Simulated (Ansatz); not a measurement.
**CH5NOSi: up Jacob's ladder to CCSD(T)**

One table from this session's results is given with a row withheld; the runs are named, their logs left out.

Method: functionals in def2-TZVPP, the program's frozen cores in correlated methods; program: Ansatz 0.2.0, Gaussian basis.

The runs, in order: LDA (SPW92), PBE-D4, revPBE-D4, BLYP-D4, r2SCAN-D4, B97M-V, PBE0-D4, B3LYP-D4, r2SCANh-D4, r2SCAN0-D4, HSE06-D4, BHLYP-D4, CAM-B3LYP-D4, LC-ωPBE, ωB97X-V, ωB97M-V, B2PLYP, PBE-QIDH; CCSD(T)/def2-SVP; CCSD(T)/def2-TZVPP; MP2/def2-QZVPP; extrapolation to the limit; RPA on PBE.

## The geometry

An earlier PBE0-D4 in a triple-zeta def2 set relaxation fixed the geometry.

SMILES `N[SiH2]C=O`, 9 atoms, charge 0, spin multiplicity 1.

Atoms are counted from 1 here; the program's logs count them from 0.

Bond lengths: N1–Si2 1.699 Å, N1–H5 1.003 Å, N1–H6 1.008 Å, Si2–C3 1.923 Å, Si2–H7 1.493 Å, Si2–H8 1.490 Å, C3–O4 1.208 Å, C3–H9 1.116 Å. Angles: Si2–N1–H5 125.7°, Si2–N1–H6 117.5°, H5–N1–H6 113.6°, N1–Si2–C3 103.2°, N1–Si2–H7 116.1°, N1–Si2–H8 114.2°, C3–Si2–H7 107.7°, C3–Si2–H8 108.8°, H7–Si2–H8 106.5°, Si2–C3–O4 120.6°, Si2–C3–H9 120.3°, O4–C3–H9 119.1°.

The first run:

in.yaml reads:

```yaml
crystal:
  periodic: [false, false, false]
  atoms:
    - {symbol: N, position_ang: [-1.082488, 0.476988, -0.849683]}
    - {symbol: Si, position_ang: [0.470618, -0.141654, -0.548348]}
    - {symbol: C, position_ang: [0.477465, -0.400120, 1.356885]}
    - {symbol: O, position_ang: [-0.460869, -0.045196, 2.028993]}
    - {symbol: H, position_ang: [-1.392454, 0.887273, -1.711421]}
    - {symbol: H, position_ang: [-1.640875, 0.741146, -0.052833]}
    - {symbol: H, position_ang: [1.613907, 0.756672, -0.887681]}
    - {symbol: H, position_ang: [0.748346, -1.446931, -1.210583]}
    - {symbol: H, position_ang: [1.354750, -0.874477, 1.857472]}
basis:
  gaussian: {orbitals: def2-TZVPP}
hamiltonian: {xc: lda}
output: {orbitals: {seedname: orbitals}}
```

On the command line:

```sh
$ ansatz run in.yaml --threads 2 --pin off --events-out ev --progress --plain --max-ram 4352MiB
```

Steps of the session up to this table: LDA; PBE-D4 (GGA); revPBE-D4 (GGA); BLYP-D4 (GGA); r2SCAN-D4 (meta-GGA); B97M-V (meta-GGA); PBE0-D4 (hybrid); B3LYP-D4 (hybrid); r2SCANh-D4 (hybrid); r2SCAN0-D4 (hybrid); HSE06-D4 (hybrid); BHLYP-D4 (hybrid); CAM-B3LYP-D4 (range-separated); LC-ωPBE (range-separated); ωB97X-V (range-separated); ωB97M-V (range-separated); B2PLYP (double hybrid); PBE-QIDH (double hybrid).

One of the session's tables, all rows but one given; the rest of the session is left out.

```
  functional  HOMO (eV)  gap (eV)
 LDA (SPW92)      -5.74      2.80
      PBE-D4      -5.61      2.93
   revPBE-D4      -5.55      2.97
     BLYP-D4      -5.53      2.99
   r2SCAN-D4      -5.86      3.39
      B97M-V          ?         ?
     PBE0-D4      -7.07      5.57
    B3LYP-D4      -6.86      5.10
  r2SCANh-D4      -6.42      4.38
  r2SCAN0-D4      -7.26      5.87
    HSE06-D4      -6.66      4.77
    BHLYP-D4      -8.51      8.29
CAM-B3LYP-D4      -8.49      8.25
     LC-ωPBE      -9.76     10.78
     ωB97X-V      -9.46     10.39
     ωB97M-V      -9.38     10.21
```

Q: Estimate the row for B97M-V from the others.

**Answer.** HOMO (eV): -6.03; gap (eV): 3.61. In the column «HOMO (eV)» it lies between r2SCANh-D4 (-6.42) and r2SCAN-D4 (-5.86).
